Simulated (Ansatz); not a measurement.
# AlGa3N4: the cost of one run

Computed with Ansatz 0.2.0 (DFT LDA, scalar-relativistic, plane waves, PAW, unless a step's input says otherwise).

2 further runs of the same task are left out: 2 set aside as unsound or not needed.

## (1) Starting point

The structure is cubic, space group P-43m (No. 215). Conventional cell: a = 4.427 Å, b = 4.427 Å, c = 4.427 Å, α = 90.00°, β = 90.00°, γ = 90.00°. Al (site symmetry -43m) is surrounded by 4 N at 1.88 Å. Ga (site symmetry -42m) has 4 N at 1.93 Å as nearest neighbours. N (site symmetry 3m) has 1 Al at 1.88 Å and 3 Ga at 1.93 Å as nearest neighbours.

Structure file:

```xyz
8
Lattice="4.4270 0.0000 0.0000 0.0000 4.4270 0.0000 0.0000 0.0000 4.4270" Properties=species:S:1:pos:R:3 pbc="T T T"
Al    0.0000    0.0000    0.0000
Ga    2.2135    2.2135    0.0000
Ga    2.2135    0.0000    2.2135
Ga    0.0000    2.2135    2.2135
N     3.3416    3.3416    1.0854
N     3.3416    1.0854    3.3416
N     1.0854    3.3416    3.3416
N     1.0854    1.0854    1.0854
```

It goes back to an entry of the Materials Project, which need not be the stable form.

This cell was relaxed beforehand with the same method: volume 10.85 Å³/atom, gap on the mesh 2.56 eV.

## (2) Optical spectrum

The input, input.yaml:

```yaml
crystal:
  lattice:
    - [4.4269712055, 0.0, 0.0]
    - [0.0, 4.4269712055, 0.0]
    - [0.0, 0.0, 4.4269712055]
  atoms:
    - { symbol: Al, position: [0.0, 0.0, 0.0] }
    - { symbol: Ga, position: [0.5, 0.5, 0.0] }
    - { symbol: Ga, position: [0.5, 0.0, 0.5] }
    - { symbol: Ga, position: [0.0, 0.5, 0.5] }
    - { symbol: "N", position: [0.7548198294, 0.7548198294, 0.2451801706] }
    - { symbol: "N", position: [0.7548198294, 0.2451801706, 0.7548198294] }
    - { symbol: "N", position: [0.2451801706, 0.7548198294, 0.7548198294] }
    - { symbol: "N", position: [0.2451801706, 0.2451801706, 0.2451801706] }
basis:
  ecutwfc: 420
kpoints:
  mp_grid: { grid: [6, 6, 6] }
hamiltonian:
  xc: lda
scf:
  occupations: { method: gaussian, width: 0.01 }
  n_extra_bands: 32
output:
  eigenvalues: true
  optics: { e_range: [0, 14], sigma: 0.1, nscf_kmesh: { grid: [8, 8, 8] } }
checkpoint:
  read: start.run
  write: ck
  compress: false
  write_wavefunctions: false
  write_every: 100000
```

On the command line:

```console
> ansatz run input.yaml --threads 2 --pin off --max-ram 6144MiB --backend cpu --events-out ev --progress --plain --runs-dir out
```

**Question.** How long does this run take on 2 threads of Oxide Virtual Turin-like (Zen 5), shared host, and how much memory does it need?

About 54 s, with a peak of 1.1 GiB.
